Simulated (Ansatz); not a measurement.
This script drives Ansatz's Python interface.

`c2h4ssi.py`
```python
import ansatz as az
import numpy as np


def main() -> None:
    geometry_ang = [
        ('C', (2.1795, 1.116, 0.09)),
        ('C', (1.436, 0.2248, 0.379)),
        ('S', (0.4531, -1.0941, 0.8033)),
        ('Si', (-1.3183, -0.6457, -0.1221)),
        ('H', (2.7529, 1.9786, -0.203)),
        ('H', (-1.921, 0.6432, 0.4083)),
        ('H', (-1.1746, -0.5492, -1.5838)),
        ('H', (-2.3156, -1.7309, 0.1726)),
    ]
    molecule = az.Crystal.molecule()
    for symbol, xyz in geometry_ang:
        molecule = molecule.atom(symbol, xyz)

    job = (
        molecule.calculation()
        .basis(gaussian='6-31G')
        .functional('hf')
        .md('nvt_nose_hoover', timestep=0.5, steps=40, temperature=300, initial_velocities='maxwell_boltzmann', seed=46, thermostat_time=50)
    )
    frames = []
    job.session().plan().execute(on_event=lambda e: frames.append(e['data']) if e['event'] == 'md_step' else None)
    print('t (fs)   E_pot (eV)      E_kin (eV)   T (K)   d(0-1) (A)')
    for f in frames[::2]:
        xyz = np.array(f['positions_ang'])
        print(f'{f["time_fs"]:6.2f} {f["lagrangian_ev"]:14.5f} {f["e_kin_ev"]:10.5f} {f["temperature_k"]:8.1f} {np.linalg.norm(xyz[0] - xyz[1]):9.4f}')
    kept = np.array([f['conserved_ev'] for f in frames])
    print(f'conserved energy moves by at most {1000 * np.ptp(kept):.3f} meV')
    symbols = [site.symbol for site in molecule.cartesian_sites]
    with open('last_frame.xyz', 'w') as handle:
        handle.write(f'{len(symbols)}\nt = {frames[-1]["time_fs"]} fs\n')
        handle.writelines('{:2s} {:10.5f} {:10.5f} {:10.5f}\n'.format(s, *xyz) for s, xyz in zip(symbols, frames[-1]['positions_ang']))


if __name__ == '__main__':
    main()
```

It is started by `python c2h4ssi.py`. How long does it take on 1 thread of Arm Neoverse V2 (shared host), and how much memory does it need?

It took about 33 s, with a peak of 0.18 GiB, for 1 run of the engine.

```console
$ python c2h4ssi.py
t (fs)   E_pot (eV)      E_kin (eV)   T (K)   d(0-1) (A)
  0.00   -20797.60432    0.23267    300.0    1.1961
  1.00   -20797.63146    0.25966    334.8    1.2038
  2.00   -20797.65569    0.28409    366.3    1.2087
  3.00   -20797.69008    0.31866    410.9    1.2091
  4.00   -20797.74682    0.37483    483.3    1.2046
  5.00   -20797.80493    0.43194    556.9    1.1963
  6.00   -20797.83369    0.45997    593.1    1.1866
  7.00   -20797.83609    0.46172    595.3    1.1781
  8.00   -20797.84175    0.46612    601.0    1.1734
  9.00   -20797.86691    0.48902    630.5    1.1737
 10.00   -20797.89574    0.51491    663.9    1.1786
 11.00   -20797.90717    0.52335    674.8    1.1867
 12.00   -20797.90949    0.52230    673.5    1.1955
 13.00   -20797.91910    0.52743    680.1    1.2033
 14.00   -20797.92390    0.52714    679.7    1.2088
 15.00   -20797.90942    0.50763    654.5    1.2120
 16.00   -20797.88892    0.48199    621.5    1.2131
 17.00   -20797.88422    0.47156    608.0    1.2125
 18.00   -20797.89680    0.47761    615.8    1.2106
 19.00   -20797.90383    0.47759    615.8    1.2075
 20.00   -20797.88241    0.44943    579.5    1.2033
conserved energy moves by at most 0.980 meV
```

It writes `last_frame.xyz`:
```text
8
t = 20.0 fs
C     2.14801    1.20431    0.03985
C     1.47204    0.27290    0.39127
S     0.57979   -1.21026    0.90357
Si   -1.46947   -0.57747   -0.21001
H     2.77891    1.97278   -0.26447
H    -1.74332    0.78610    0.27283
H    -1.11178   -0.63920   -1.67002
H    -2.45377   -1.60976    0.16744
```

What to keep in mind:
- These settings explore the input space; basis and method may be short of convergence.
- The trajectory is only some femtoseconds long, so its temperature is not equilibrated; where the script doesn't relax first, it starts from a rough generated geometry.
- The temperature counts the internal degrees of freedom alone.

(Lines on the test bed's own set-up are left out of the output.)
